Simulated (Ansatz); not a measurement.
# CH₅GaOSe: up Jacob's ladder to CCSD(T)

One table from this session's results is given with a row withheld; the runs are named, their logs left out.

Method: functionals in def2-TZVPP, the program's frozen cores in correlated methods; program: Ansatz 0.2.0, Gaussian basis.

The runs, in order: LDA (SPW92), PBE-D4, revPBE-D4, BLYP-D4, r2SCAN-D4, B97M-V, PBE0-D4, B3LYP-D4, r2SCANh-D4, r2SCAN0-D4, HSE06-D4, BHLYP-D4, CAM-B3LYP-D4, LC-ωPBE, ωB97X-V, ωB97M-V, B2PLYP, PBE-QIDH; CCSD(T)/def2-SVP; CCSD(T)/def2-TZVPP; MP2/def2-QZVPP; extrapolation to the limit; RPA on PBE.

## The geometry

The geometry comes from an earlier relaxation with PBE0-D4 in a triple-zeta def2 set; it is a stationary point, not always the lowest conformer.

SMILES `C[O][GaH][SeH]`, 9 atoms, charge 0, spin multiplicity 1.

Atoms are counted from 1 here; the program's logs count them from 0.

Bond lengths: C1–O2 1.405 Å, C1–H5 1.096 Å, C1–H6 1.095 Å, C1–H7 1.099 Å, O2–Ga3 1.780 Å, Ga3–Se4 2.312 Å, Ga3–H8 1.557 Å, Se4–H9 1.470 Å. Angles: O2–C1–H5 109.9°, O2–C1–H6 109.9°, O2–C1–H7 113.3°, H5–C1–H6 108.0°, H5–C1–H7 107.8°, H6–C1–H7 107.8°, C1–O2–Ga3 123.0°, O2–Ga3–Se4 113.3°, O2–Ga3–H8 120.8°, Se4–Ga3–H8 125.9°, Ga3–Se4–H9 90.5°.

Set-up of the first run:

Input file in.yaml:

```yaml
crystal:
  periodic: [false, false, false]
  atoms:
    - {symbol: C, position_ang: [0.174768, 1.571962, 0.144666]}
    - {symbol: O, position_ang: [-0.402390, 0.298086, 0.277090]}
    - {symbol: Ga, position_ang: [0.345824, -1.177660, -0.380471]}
    - {symbol: Se, position_ang: [-0.890191, -3.088103, 0.027904]}
    - {symbol: H, position_ang: [-0.507931, 2.236373, -0.396269]}
    - {symbol: H, position_ang: [0.354533, 2.004228, 1.135060]}
    - {symbol: H, position_ang: [1.131362, 1.561882, -0.395630]}
    - {symbol: H, position_ang: [1.701341, -1.111848, -1.144374]}
    - {symbol: H, position_ang: [-1.907306, -2.294922, 0.732034]}
basis:
  gaussian: {orbitals: def2-TZVPP}
hamiltonian: {xc: lda}
output: {orbitals: {seedname: orbitals}}
```

Among the steps run: LDA; PBE-D4 (GGA); revPBE-D4 (GGA); BLYP-D4 (GGA); r2SCAN-D4 (meta-GGA); B97M-V (meta-GGA); PBE0-D4 (hybrid); B3LYP-D4 (hybrid); r2SCANh-D4 (hybrid); r2SCAN0-D4 (hybrid); HSE06-D4 (hybrid); BHLYP-D4 (hybrid); CAM-B3LYP-D4 (range-separated); LC-ωPBE (range-separated); ωB97X-V (range-separated); ωB97M-V (range-separated); B2PLYP (double hybrid); PBE-QIDH (double hybrid).

One table of the session follows, with a row left open; its other results are not shown here.

It belongs to the step «Frontier levels by functional». 

| functional | HOMO (eV) | gap (eV) |
| --- | --- | --- |
| LDA (SPW92) | -6.18 | 4.23 |
| PBE-D4 | -6.04 | 4.35 |
| revPBE-D4 | -5.99 | 4.41 |
| BLYP-D4 | -5.88 | 4.26 |
| r2SCAN-D4 | -6.33 | 4.87 |
| B97M-V | -6.39 | 4.77 |
| PBE0-D4 | -7.23 | 6.28 |
| B3LYP-D4 | -6.98 | 5.79 |
| r2SCANh-D4 | ? | ? |
| r2SCAN0-D4 | -7.42 | 6.61 |
| HSE06-D4 | -6.83 | 5.52 |
| BHLYP-D4 | -8.22 | 8.00 |
| CAM-B3LYP-D4 | -8.49 | 8.42 |
| LC-ωPBE | -9.84 | 10.92 |
| ωB97X-V | -9.50 | 10.44 |
| ωB97M-V | -9.37 | 10.10 |

**Question.** Estimate the row for r2SCANh-D4.

Worked estimate for «HOMO (eV)». Against the share of exact exchange, r2SCAN-D4 (0, -6.33), r2SCAN0-D4 (0.25, -7.42) give a slope of -4.36 per unit share; at 0.1 the line stands at -6.77.

**Answer.** HOMO (eV): -6.77; gap (eV): 5.57. In «HOMO (eV)» the line misses by 0.00.
